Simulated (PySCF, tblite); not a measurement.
# C4H2F3O2 radical: geometry, infrared bands and EPR parameters

Wanted: the infrared bands and EPR parameters of C4H2F3O2 radical (`O=CO/C=[C]/C(F)(F)F`), by calculation.

The runs use tblite 0.8.0 and PySCF 2.14.0, with density-fitted response routines of our own; the level of theory stands in each step. All values are computed, except where a source is named. Atoms are numbered from 0 throughout.

## 1. The molecule as given

11 atoms, charge 0, multiplicity 2; geometry from: force field or distance geometry start.

Bonds of the start (Å): O0–C1 1.27, C1–O2 1.36, O2–C3 1.38, C3–C4 1.33, C4–C5 1.45, C5–F6 1.37, C5–F7 1.41, C5–F8 1.38, C1–H9 1.09, C3–H10 1.10.

## 2. Relaxing the molecule with GFN2-xTB

The job: settings as JSON, then the geometry in Å.

```
{"job": {"kind": "relax", "xc": "GFN2-xTB", "basis": "xTB"}, "charge": 0, "multiplicity": 2}
O     -1.356200    -0.294300     1.500100
C     -1.767400     0.290400     0.447900
O     -1.274000     0.077400    -0.797600
C     -0.270400    -0.795300    -1.155100
C      0.960700    -0.733300    -0.668000
C      1.490900     0.245800     0.262900
F      0.843500     1.450200     0.319700
F      2.779700     0.587100    -0.204800
F      1.686100    -0.234400     1.544000
H     -2.572800     1.018800     0.581500
H     -0.514700    -1.609800    -1.856500
```

Run with:

```sh
> OMP_NUM_THREADS=1 python probes_run.py task.json out
```

One launch serves the whole session: the jobs run in the order shown.

**Question.** This job is followed by: GFN2-xTB harmonic vibrations, gas phase; UKS B3LYP, pcH-1 on C F H O, non-relativistic, mean-field spin-orbit, GIAO. Predict these results of the whole session: strongest single infrared mode (GFN2-xTB); zero-point energy (GFN2-xTB); g(iso) (B3LYP); ⟨S²⟩; largest a(iso) (averaged by class); potential on the surface of density 0.002 e/bohr³, 1st and 99th percentile.

As calculated:

| quantity | value |
| --- | --- |
| strongest single infrared mode (GFN2-xTB) | 1054 cm⁻¹, 329 km/mol |
| zero-point energy (GFN2-xTB) | 34.6 kcal/mol |
| g(iso) (B3LYP) | 2.00224 |
| ⟨S²⟩ | 0.760 (exact 0.75) |
| largest a(iso) (averaged by class) | 13C on C4, 422.2 MHz |
| potential on the surface of density 0.002 e/bohr³, 1st and 99th percentile | -1.09 V and 1.80 V |

In words: Over 90 steps the energy fell by 1.034 eV; of the close pairs, O0–C1 changed most, 1.272 to 1.198 Å. No mode is imaginary among the 27: a minimum at this level. The strongest single mode, at 1054 cm⁻¹, moves mainly C5. Unscaled tight-binding wavenumbers are off by several per cent, some by more. Its intensities can rank the bands wrongly. Most of the unpaired spin sits on C4 (0.89 e). The isotropic g lies 0.1 ppt below the free-electron value.
